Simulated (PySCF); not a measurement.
# HgF+: bond curves at several levels of theory

An exercise on one series of results from a longer session: the logs are not shown, and one member is left open.

Computed with PySCF 2.14.0. Level: Hg cc-pVDZ-PP with ECP60, F cc-pVDZ, scalar-relativistic core potentials.

The first run:

A driver script around PySCF takes these settings:

```json
{
  "atoms": "Hg, F",
  "charge": "1",
  "basis": "Hg cc-pVDZ-PP with ECP60, F cc-pVDZ",
  "Hamiltonian": "scalar-relativistic core potentials",
  "basis functions": "52",
  "electrons treated": "28",
  "masses in u": "201.9706, 18.9984",
  "levels": "PBE0, PBE, r²SCAN, M06, BHandHLYP, TPSSh, HF, MP2, SCS-MP2, CCSD, CCSD(T)",
  "grid": "80 radial by 434 angular points",
  "occupations": "held fixed by the projection of orbital angular momentum",
  "dissociation limit": "Hg+ + F, each in its ground configuration",
  "starting distance in angstrom": "2.090",
  "values of 2S to try": "0, 2"
}
```

Command:

```sh
> OMP_NUM_THREADS=1 python dia.py task.json out
```

Steps of the session up to this table: The job; First curve: PBE0; Excited determinants; PBE; r²SCAN (meta-GGA); M06 (hybrid meta-GGA); BHandHLYP (global hybrid GGA); TPSSh; RHF; Adding correlation.

One of the session's tables, all rows but one given; the rest of the session is left out.

It belongs to the step «The curves together». Energy (eV) from each level's lowest point:

| R (Å) | RHF | RHF-MP2 | RHF-SCS-MP2 | RHF-CCSD | RHF-CCSD(T) |
| --- | --- | --- | --- | --- | --- |
| 1.663 | 1.432 | 1.260 | 1.325 | n/a | n/a |
| 1.741 | 0.609 | 0.528 | 0.571 | 0.605 | 0.646 |
| 1.818 | 0.174 | 0.147 | 0.171 | 0.190 | 0.219 |
| 1.876 | 0.030 | 0.024 | 0.035 | 0.045 | 0.061 |
| 1.934 | 0.000 | 0.000 | 0.000 | 0.000 | 0.000 |
| 1.992 | ? | ? | ? | ? | ? |
| 2.069 | 0.223 | 0.190 | 0.165 | 0.142 | 0.089 |
| 2.166 | 0.533 | 0.440 | 0.397 | 0.356 | 0.248 |
| 2.282 | 0.984 | 0.787 | 0.720 | 0.653 | 0.459 |
| 2.437 | 1.634 | 1.245 | 1.142 | n/a | n/a |

Estimate the missing values for R (Å) = 1.992.

Worked estimate for «RHF». A straight line through the neighbours (1.934, 0.000) and (2.069, 0.223) gives 0.000 + (0.223 − 0.000) × (1.992 − 1.934) / (2.069 − 1.934) = 0.096; a parabola fitted to 4 rows on both sides gives 0.063.

As computed: RHF: 0.055; RHF-MP2: 0.048; RHF-SCS-MP2: 0.037; RHF-CCSD: 0.028; RHF-CCSD(T): 0.008. In «RHF» the line misses by +0.041 and the parabola by +0.008.
